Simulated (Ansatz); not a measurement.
# Nb3C: the cost of one run

Program: Ansatz 0.2.0. Level of theory: DFT PBE, scalar-relativistic, plane waves, PAW. These are calculated values, not measurements.

## 1. The structure to begin with

It takes space group Fm-3m (No. 225, cubic). The conventional cell has a = 6.462 Å, b = 6.462 Å, c = 6.462 Å, α = 90.00°, β = 90.00°, γ = 90.00°. Around Nb (site symmetry -43m) lie 4 C at 2.80 Å and 4 Nb at 2.80 Å. Nb (site symmetry m-3m) has 8 Nb at 2.80 Å as nearest neighbours. C (site symmetry m-3m) has 8 Nb at 2.80 Å as nearest neighbours.

Coordinates:

```cif
data_structure
_symmetry_space_group_name_H-M 'P 1'
_symmetry_Int_Tables_number 1
_cell_length_a 4.5690
_cell_length_b 4.5690
_cell_length_c 4.5690
_cell_angle_alpha 60.000
_cell_angle_beta 60.000
_cell_angle_gamma 60.000
_cell_volume 67.45
loop_
_atom_site_label
_atom_site_type_symbol
_atom_site_fract_x
_atom_site_fract_y
_atom_site_fract_z
_atom_site_occupancy
Nb1 Nb 0.75000 0.75000 0.75000 1
Nb2 Nb 0.25000 0.25000 0.25000 1
Nb3 Nb 0.50000 0.50000 0.50000 1
C1 C 0.00000 0.00000 0.00000 1
```

The cell is invented: random cell by space group and Wyckoff sites (Fm-3m, No. 225). Its size is a rough estimate.

## 2. A first look at the guess

File input.yaml:

```yaml
crystal:
  lattice:
    - [0.0, 3.23078009, 3.23078009]
    - [3.23078009, 0.0, 3.23078009]
    - [3.23078009, 3.23078009, 0.0]
  atoms:
    - { symbol: Nb, position: [0.75, 0.75, 0.75] }
    - { symbol: Nb, position: [0.25, 0.25, 0.25] }
    - { symbol: Nb, position: [0.5, 0.5, 0.5] }
    - { symbol: C, position: [0.0, 0.0, 0.0] }
basis:
  ecutwfc: 420
kpoints:
  mp_grid: { grid: [6, 6, 6] }
hamiltonian:
  xc: pbe
scf:
  occupations: { method: gaussian, width: 0.1 }
  lower_state_search: "off"
output:
  forces: true
  stress: true
  eigenvalues: true
```

Run with:

```sh
$ ansatz run input.yaml --threads 1 --pin off --max-ram 2560MiB --backend cpu --events-out ev --progress --plain --runs-dir out
```

**Question.** How long does this run take on 1 thread of Arm Neoverse V1, shared host, and how much memory does it need?

About 1.6 s, with a peak of 0.32 GiB.
